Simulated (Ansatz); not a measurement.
# ClGeH5O2Si: the cost of one run

Computed with Ansatz 0.2.0, Gaussian basis. Level: functionals in def2-TZVPP, the program's frozen cores in correlated methods.

Levels to be run: PBE-D4, r2SCAN-D4, PBE0-D4, B3LYP-D4, ωB97X-V, ωB97M-V, B2PLYP; CCSD(T)/def2-TZVPP; MP2/def2-QZVPP; extrapolation to the limit.

### Step 1. Structure used throughout

An earlier PBE0-D4 in a triple-zeta def2 set relaxation fixed the geometry.

SMILES `[OH][GeH2][SiH](O)Cl`, 10 atoms, charge 0, spin multiplicity 1.

Atoms are counted from 1 here; the program's logs count them from 0.

Bond lengths: O1–Ge2 1.789 Å, O1–H6 0.959 Å, Ge2–Si3 2.389 Å, Ge2–H7 1.533 Å, Ge2–H8 1.545 Å, Si3–O4 1.639 Å, Si3–Cl5 2.061 Å, Si3–H9 1.487 Å, O4–H10 0.959 Å. Angles: Ge2–O1–H6 112.6°, O1–Ge2–Si3 108.9°, O1–Ge2–H7 104.3°, O1–Ge2–H8 109.3°, Si3–Ge2–H7 112.1°, Si3–Ge2–H8 111.2°, H7–Ge2–H8 110.7°, Ge2–Si3–O4 106.6°, Ge2–Si3–Cl5 109.8°, Ge2–Si3–H9 113.4°, O4–Si3–Cl5 110.8°, O4–Si3–H9 111.5°, Cl5–Si3–H9 104.9°, Si3–O4–H10 118.7°.

### Step 2. PBE-D4 (GGA)

in.yaml reads:

```yaml
crystal:
  periodic: [false, false, false]
  atoms:
    - {symbol: O, position_ang: [-1.931950, -1.387110, 0.677332]}
    - {symbol: Ge, position_ang: [-1.064434, 0.176968, 0.723934]}
    - {symbol: Si, position_ang: [0.966106, -0.027145, -0.518458]}
    - {symbol: O, position_ang: [1.626817, 1.471054, -0.586207]}
    - {symbol: Cl, position_ang: [2.236004, -1.344296, 0.430767]}
    - {symbol: H, position_ang: [-2.304295, -1.576636, -0.186203]}
    - {symbol: H, position_ang: [-0.806007, 0.422849, 2.215182]}
    - {symbol: H, position_ang: [-1.971096, 1.281562, 0.137211]}
    - {symbol: H, position_ang: [0.771077, -0.597557, -1.877882]}
    - {symbol: H, position_ang: [2.477789, 1.580311, -1.015686]}
basis:
  gaussian: {orbitals: def2-TZVPP}
hamiltonian: {xc: pbe, dispersion: d4}
output: {forces: true, orbitals: {seedname: orbitals}}
```

Launch:

```
$ ansatz run in.yaml --threads 2 --pin off --events-out ev --progress --plain --max-ram 22528MiB --backend cpu
```

What time and memory should one allow on 2 threads of AMD EPYC 7R13, shared host?

About 4.4 s, with a peak of 0.44 GiB.
